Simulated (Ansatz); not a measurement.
# AlClHI (SMILES [Cl][AlH][I]): a relaxed scan of the bond length Cl1–Al2

The task here is to estimate one member of a computed series from the others.

Computed with Ansatz 0.2.0, Gaussian basis. Level: single points in def2-TZVPP.

Levels: PBE-D4, r2SCAN-D4, PBE0-D4, B3LYP-D4, wB97M-V, Hartree-Fock, MP2, CCSD, CCSD(T). The scan takes 1.794, 1.855, 1.945, 2.050, 2.167, 2.292, 2.425, 2.565, 2.712 Å.

Correlated methods freeze the cores. Filled d shells of the heavier atoms are correlated. Core potentials replace the inner electrons past krypton, and spin-orbit coupling is left out. B3LYP uses VWN-RPA correlation.

19 further runs of the same task are left out: 19 set aside as unsound or not needed.

### The starting structure

The minimum, relaxed at PBE0-D4: SMILES `[Cl][AlH][I]`, 4 atoms, charge 0, spin multiplicity 1.

Atoms are counted from 1 here; the program's logs count them from 0.

Bond lengths: Cl1–Al2 2.086 Å, Al2–I3 2.455 Å, Al2–H4 1.567 Å. Angles: Cl1–Al2–I3 118.4°, Cl1–Al2–H4 120.1°, I3–Al2–H4 121.5°.

Geometry (Å):

```mol
AlClHI
  3D, bonds by distance, orders not assigned

  4  3  0  0  0  0  0  0  0  0999 V2000
   -1.9764    0.0347   -0.5444 Cl  0  0
    0.0417    0.1837   -0.0386 Al  0  0
    1.2166   -1.8445    0.6914 I   0  0
    0.7737    1.5658   -0.1287 H   0  0
  1  2  8  0
  2  3  8  0
  2  4  8  0
M  END
```

Energies of the minimum (eV), from earlier single points: PBE-D4 -27231.72052, r2SCAN-D4 -27242.57413, PBE0-D4 -27234.12637, B3LYP-D4 -27244.70587, wB97M-V -27239.38871, CCSD(T) -27200.25191.

At the minimum the bond length Cl1–Al2 is 2.086 Å.

The first run:

Contents of relax/in.yaml:

```yaml
crystal:
  periodic: [false, false, false]
  atoms:
    - {symbol: Cl, position_ang: [-1.976350, 0.034717, -0.544448]}
    - {symbol: Al, position_ang: [-0.240626, 0.162831, -0.109380]}
    - {symbol: I, position_ang: [0.934222, -1.865371, 0.620646]}
    - {symbol: H, position_ang: [0.491317, 1.545004, -0.199432]}
basis:
  gaussian: {orbitals: def2-TZVP}
hamiltonian: {xc: pbe0, dispersion: d4}
relax: {f_tol: 0.005, max_steps: 200, constraints: [{distance: [0, 1]}]}
```

The command line of these runs was not kept.

Steps of the session up to this table: Cl1–Al2 = 1.794 Å; Cl1–Al2 = 1.855 Å; Cl1–Al2 = 1.945 Å; Cl1–Al2 = 2.050 Å; Cl1–Al2 = 2.167 Å; Cl1–Al2 = 2.292 Å; Cl1–Al2 = 2.425 Å; Cl1–Al2 = 2.565 Å; Cl1–Al2 = 2.712 Å.

One of the session's tables, all rows but one given; the rest of the session is left out.

It belongs to the step «The curves». Energies less that of the minimum at the same level (kcal/mol):

```
bond length (Å)  PBE-D4  PBE0-D4  B3LYP-D4  wB97M-V  Hartree-Fock
          1.794    27.1     25.7      26.5     26.0          26.9
          1.855    15.7     14.5      15.2     14.7          15.3
          1.945     5.4      4.7       5.1      4.8           5.0
          2.050     0.5      0.3       0.4      0.3           0.3
2.086 (minimum)     0.0      0.0       0.0      0.0           0.0
          2.167     0.7      1.1       0.9      1.1           1.1
          2.292       ?        ?         ?        ?             ?
          2.425    12.0     13.9      12.8     13.9          14.5
          2.565    20.7     23.3      21.8     23.5          24.5
          2.712    30.1     33.6      31.5     34.0          35.5
```

Q: Estimate the row for bond length (Å) = 2.292 from the others.

Worked estimate for «PBE-D4». A straight line through the neighbours (2.167, 0.7) and (2.425, 12.0) gives 0.7 + (12.0 − 0.7) × (2.292 − 2.167) / (2.425 − 2.167) = 6.2; a parabola fitted to 4 rows on both sides gives 5.0.

The run gave: PBE-D4: 4.9; PBE0-D4: 6.1; B3LYP-D4: 5.4; wB97M-V: 6.0; Hartree-Fock: 6.3. In «PBE-D4» the line misses by +1.3 and the parabola by +0.1.
